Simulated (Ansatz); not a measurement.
**AlBrFH2ISi: one species, many methods**

An exercise on one series of results from a longer session: the logs are not shown, and one member is left open.

Method: functionals in def2-TZVPP, the program's frozen cores in correlated methods; program: Ansatz 0.2.0, Gaussian basis.

The runs, in order: LDA (SPW92), PBE-D4, revPBE-D4, BLYP-D4, r2SCAN-D4, B97M-V, PBE0-D4, B3LYP-D4, r2SCANh-D4, r2SCAN0-D4, HSE06-D4, BHLYP-D4, CAM-B3LYP-D4, LC-ωPBE, ωB97X-V, ωB97M-V, B2PLYP, PBE-QIDH; CCSD(T)/def2-SVP; CCSD(T)/def2-TZVPP; MP2/def2-QZVPP; extrapolation to the limit; RPA on PBE.

### Structure used throughout

The geometry comes from an earlier relaxation with PBE0-D4 in a triple-zeta def2 set; it is a stationary point, not always the lowest conformer. I takes the def2 core potential; no spin-orbit term is included.

7 atoms, charge 0, spin multiplicity 1.

Atoms are counted from 1 here; the program's logs count them from 0.

Bond lengths: F1–Si2 1.593 Å, Si2–Al3 2.422 Å, Si2–Br4 2.412 Å, Si2–I5 2.427 Å, Al3–Br4 2.606 Å, Al3–H6 1.577 Å, Al3–H7 1.577 Å. Angles: F1–Si2–Al3 124.5°, F1–Si2–Br4 103.4°, F1–Si2–I5 106.1°, Al3–Si2–Br4 65.3°, Al3–Si2–I5 129.4°, Br4–Si2–I5 106.7°, Si2–Al3–Br4 57.2°, Si2–Al3–H6 115.5°, Si2–Al3–H7 115.3°, Br4–Al3–H6 107.6°, Br4–Al3–H7 107.7°, H6–Al3–H7 128.1°, Si2–Br4–Al3 57.6°.

The first run:

in.yaml reads:

```yaml
crystal:
  periodic: [false, false, false]
  atoms:
    - {symbol: F, position_ang: [-1.965192, -1.088719, 0.811467]}
    - {symbol: Si, position_ang: [-1.023826, 0.061772, 0.238955]}
    - {symbol: Al, position_ang: [1.396792, 0.015760, 0.307231]}
    - {symbol: Br, position_ang: [0.020399, -0.968555, -1.675111]}
    - {symbol: I, position_ang: [-2.508717, 1.781387, -0.615610]}
    - {symbol: H, position_ang: [2.032181, -1.194317, 1.094596]}
    - {symbol: H, position_ang: [2.109563, 1.324570, -0.207226]}
basis:
  gaussian: {orbitals: def2-TZVPP}
hamiltonian: {xc: lda}
output: {orbitals: {seedname: orbitals}}
```

Among the steps run: LDA; PBE-D4 (GGA); revPBE-D4 (GGA); BLYP-D4 (GGA); r2SCAN-D4 (meta-GGA); B97M-V (meta-GGA); PBE0-D4 (hybrid); B3LYP-D4 (hybrid); r2SCANh-D4 (hybrid); r2SCAN0-D4 (hybrid); HSE06-D4 (hybrid); BHLYP-D4 (hybrid); CAM-B3LYP-D4 (range-separated); LC-ωPBE (range-separated); ωB97X-V (range-separated); ωB97M-V (range-separated); B2PLYP (double hybrid); PBE-QIDH (double hybrid).

One of the session's tables, all rows but one given; the rest of the session is left out.

It belongs to the step «Frontier levels by functional». 

```
  functional  HOMO (eV)  LUMO (eV)  gap (eV)
 LDA (SPW92)      -6.68      -2.54      4.14
      PBE-D4      -6.54      -2.30      4.24
   revPBE-D4      -6.48      -2.20      4.28
     BLYP-D4      -6.38      -2.16      4.22
   r2SCAN-D4      -6.80      -2.06      4.74
      B97M-V      -6.79      -2.08      4.72
     PBE0-D4      -7.58      -1.53      6.06
    B3LYP-D4          ?          ?         ?
  r2SCANh-D4      -7.18      -1.79      5.39
  r2SCAN0-D4      -7.75      -1.39      6.36
    HSE06-D4      -7.20      -1.89      5.31
    BHLYP-D4      -8.51      -0.64      7.87
CAM-B3LYP-D4      -8.77      -0.53      8.24
     LC-ωPBE     -10.00       0.54     10.54
     ωB97X-V      -9.70       0.46     10.16
     ωB97M-V      -9.51       0.22      9.73
```

Estimate the missing values for B3LYP-D4.

Worked estimate for «HOMO (eV)». Against the share of exact exchange, BLYP-D4 (0, -6.38), BHLYP-D4 (0.5, -8.51) give a slope of -4.26 per unit share; at 0.2 the line stands at -7.23.

As computed: HOMO (eV): -7.39; LUMO (eV): -1.71; gap (eV): 5.67. In «HOMO (eV)» the line misses by +0.16.
